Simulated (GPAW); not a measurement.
Crystal: HfB.

```xyz
2
Lattice="0.0000 2.3100 2.3100 2.3100 0.0000 2.3100 2.3100 2.3100 0.0000" Properties=species:S:1:pos:R:3 pbc="T T T"
Hf    2.3100    2.3100    2.3100
B     0.0000    0.0000    0.0000
```

```yaml
Program: GPAW 26.7.0
Task: relaxation of cell and atoms
Functional: BLYP
Dispersion: D3(BJ)
Potentials_or_basis: PAW data sets generated in the run's folder for this functional
Cutoff: 800 eV
Basis: pw
k_mesh: 10 × 10 × 10
Occupations: fermi-dirac, width 0.05 eV
Spin: no spin polarisation
```

At the start: pressure 24.8 GPa; volume 12.33 Å³/atom.

Question: How do energy, volume and symmetry change on relaxing?

Answer: Over 4 steps the energy falls by 104.5 meV/atom and the volume is 13.79 Å³/atom (+11.9 %); space group Fm-3m (No. 225, to 0.05 Å).

The path:
```
step  energy change (eV)  largest force (eV/Å)  pressure (GPa)  volume (Å³)
   1              0.0000                0.0000           24.78        24.65
   2             -0.1256                0.0000           14.58        25.68
   3             -0.2081                0.0000            1.26        27.40
   4             -0.2090                0.0000            0.08        27.58
```

Final structure:
```cif
data_structure
_symmetry_space_group_name_H-M 'P 1'
_symmetry_Int_Tables_number 1
_cell_length_a 3.3913
_cell_length_b 3.3913
_cell_length_c 3.3913
_cell_angle_alpha 60.000
_cell_angle_beta 60.000
_cell_angle_gamma 60.000
_cell_volume 27.58
loop_
_atom_site_label
_atom_site_type_symbol
_atom_site_fract_x
_atom_site_fract_y
_atom_site_fract_z
_atom_site_occupancy
Hf1 Hf 0.50000 0.50000 0.50000 1
B1 B 0.00000 0.00000 0.00000 1
```

Caveat: later steps reuse the first step's grids; pairwise dispersion overbinds metals, which lowers pressure and volume.
